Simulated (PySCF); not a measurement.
# C4H6ClFO2S: the cost of one run

Computed with PySCF 2.14.0 and routines of our own; the level stands in each step. Atoms count from 0.

## Step 1: The starting structure

15 atoms, charge 0, multiplicity 1; geometry from: GFN2-xTB.

## Step 2: Magnetic properties: GIAO KT3/pcSseg-1

Job settings and geometry (Å):

```
{"job": {"kind": "mag", "xc": "KT3", "basis": "pcSseg-1", "isotopologues": 0}, "charge": 0, "multiplicity": 1}
C      2.208132    -0.754020     0.086678
C      1.157617    -0.011594     0.377360
C      0.507065     0.928731    -0.598035
C     -0.762209     0.320213    -1.152176
F     -0.538999    -0.782210    -1.901575
S     -1.765334    -0.274252     0.279458
O     -1.402629    -1.587826     0.680573
O     -1.838931     0.764490     1.254189
Cl    -3.603845    -0.399519    -0.574299
H      2.636772    -1.430006     0.804583
H      2.680372    -0.719603    -0.881902
H      0.687132    -0.060997     1.348192
H      0.233654     1.859510    -0.098361
H      1.185631     1.146431    -1.427683
H     -1.388843     1.008642    -1.724568
```

Method: GIAO KT3/pcSseg-1 magnetisability, rotational g tensor and spin-rotation constants, non-relativistic, gas phase.

Launch:

```console
$ OMP_NUM_THREADS=1 python excited_run.py task.json out
```

This one command runs all jobs of the session in turn.

Q: Estimate the wall time and peak memory of this first job on 1 thread of Arm Neoverse V1, shared host.

About 69 s, with a peak of 0.77 GiB.
